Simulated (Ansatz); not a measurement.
# Lu2Ir2O7 (Fd-3m): seeking the equilibrium cell

Where does the pressure of Lu2Ir2O7 (Fd-3m) vanish?

Computed with Ansatz 0.2.0 (DFT r²SCAN and PBE (the runs whose input is shown use PBE), scalar-relativistic, plane waves, PAW).

### 1 The starting structure

Symmetry: Fd-3m, No. 227, cubic system. Conventional cell: a = 10.094 Å, b = 10.094 Å, c = 10.094 Å, α = 90.00°, β = 90.00°, γ = 90.00°. Lu (site symmetry -3m) has 8 O at 2.19 to 2.46 Å as nearest neighbours. Around Ir (site symmetry -3m) lie 6 O at 1.97 Å. Around O (site symmetry 2mm) lie 2 Ir at 1.97 Å and 2 Lu at 2.46 Å. O (site symmetry -43m) has 4 Lu at 2.19 Å as nearest neighbours.

Coordinates:

```cif
data_structure
_symmetry_space_group_name_H-M 'P 1'
_symmetry_Int_Tables_number 1
_cell_length_a 7.1375
_cell_length_b 7.1375
_cell_length_c 7.1375
_cell_angle_alpha 60.000
_cell_angle_beta 60.000
_cell_angle_gamma 60.000
_cell_volume 257.12
loop_
_atom_site_label
_atom_site_type_symbol
_atom_site_fract_x
_atom_site_fract_y
_atom_site_fract_z
_atom_site_occupancy
Lu1 Lu 0.12500 0.62500 0.62500 1
Lu2 Lu 0.62500 0.12500 0.62500 1
Lu3 Lu 0.62500 0.62500 0.12500 1
Lu4 Lu 0.62500 0.62500 0.62500 1
Ir1 Ir 0.62500 0.12500 0.12500 1
Ir2 Ir 0.12500 0.62500 0.12500 1
Ir3 Ir 0.12500 0.12500 0.62500 1
Ir4 Ir 0.12500 0.12500 0.12500 1
O1 O 0.20729 0.20729 0.79271 1
O2 O 0.79271 0.79271 0.20729 1
O3 O 0.20729 0.79271 0.20729 1
O4 O 0.79271 0.20729 0.79271 1
O5 O 0.79271 0.20729 0.20729 1
O6 O 0.20729 0.79271 0.79271 1
O7 O 0.04271 0.04271 0.45729 1
O8 O 0.45729 0.45729 0.04271 1
O9 O 0.04271 0.45729 0.04271 1
O10 O 0.45729 0.04271 0.45729 1
O11 O 0.45729 0.04271 0.04271 1
O12 O 0.04271 0.45729 0.45729 1
O13 O 0.75000 0.75000 0.75000 1
O14 O 0.50000 0.50000 0.50000 1
```

The moments start at Ir 1.00 μB.

### 2 First run, at the start cell

input.yaml

```yaml
crystal:
  lattice:
    - [0.0, 5.047, 5.047]
    - [5.047, 0.0, 5.047]
    - [5.047, 5.047, 0.0]
  atoms:
    - { symbol: Lu, position: [0.125, 0.625, 0.625] }
    - { symbol: Lu, position: [0.625, 0.125, 0.625] }
    - { symbol: Lu, position: [0.625, 0.625, 0.125] }
    - { symbol: Lu, position: [0.625, 0.625, 0.625] }
    - { symbol: Ir, position: [0.625, 0.125, 0.125], spin: 1.0 }
    - { symbol: Ir, position: [0.125, 0.625, 0.125], spin: 1.0 }
    - { symbol: Ir, position: [0.125, 0.125, 0.625], spin: 1.0 }
    - { symbol: Ir, position: [0.125, 0.125, 0.125], spin: 1.0 }
    - { symbol: O, position: [0.20728767, 0.20728767, 0.79271233] }
    - { symbol: O, position: [0.79271233, 0.79271233, 0.20728767] }
    - { symbol: O, position: [0.20728767, 0.79271233, 0.20728767] }
    - { symbol: O, position: [0.79271233, 0.20728767, 0.79271233] }
    - { symbol: O, position: [0.79271233, 0.20728767, 0.20728767] }
    - { symbol: O, position: [0.20728767, 0.79271233, 0.79271233] }
    - { symbol: O, position: [0.04271233, 0.04271233, 0.45728767] }
    - { symbol: O, position: [0.45728767, 0.45728767, 0.04271233] }
    - { symbol: O, position: [0.04271233, 0.45728767, 0.04271233] }
    - { symbol: O, position: [0.45728767, 0.04271233, 0.45728767] }
    - { symbol: O, position: [0.45728767, 0.04271233, 0.04271233] }
    - { symbol: O, position: [0.04271233, 0.45728767, 0.45728767] }
    - { symbol: O, position: [0.75, 0.75, 0.75] }
    - { symbol: O, position: [0.5, 0.5, 0.5] }
basis:
  ecutwfc: 420
  ecutrho_ratio: 4
kpoints:
  mp_grid: { grid: [4, 4, 4] }
hamiltonian:
  xc: pbe
scf:
  occupations: { method: gaussian, width: 0.05 }
output:
  forces: true
  stress: true
  eigenvalues: true
  populations: true
magnetization:
  spin_polarized: true
relax:
  f_tol: 0.03
  max_steps: 60
  cell: { stress_tol: 0.3 }
```

On the command line:

```sh
$ ansatz run input.yaml --threads 8 --pin off --max-ram 22528MiB --backend cpu --events-out ev --progress --plain --runs-dir out
```

After this run come: Another level, run 2; Next volume, run 3; Next volume, run 4.

**Question.** What will these runs give? Wanted: volume; pressure; conventional cell; gap on the mesh; moments in the spheres.

As calculated:

```
              quantity                                                                         value
                volume                                                                11.590 Å³/atom
              pressure                                                                      0.01 GPa
     conventional cell  a = 10.066 Å, b = 10.066 Å, c = 10.066 Å, α = 90.00°, β = 90.00°, γ = 90.00°
       gap on the mesh                                                                  none (metal)
moments in the spheres                                                            Ir 0.49; O 0.09 μB
```

What this shows: The volume went from 11.69 to 11.59 Å³/atom (-0.8 %), where 0.01 GPa is left. Only the order of the starting moments is followed; others weren't tried in this session. Spin–orbit coupling is left out, though the cell holds Ir; in elements this heavy it can shift levels and gaps by tenths of an eV.
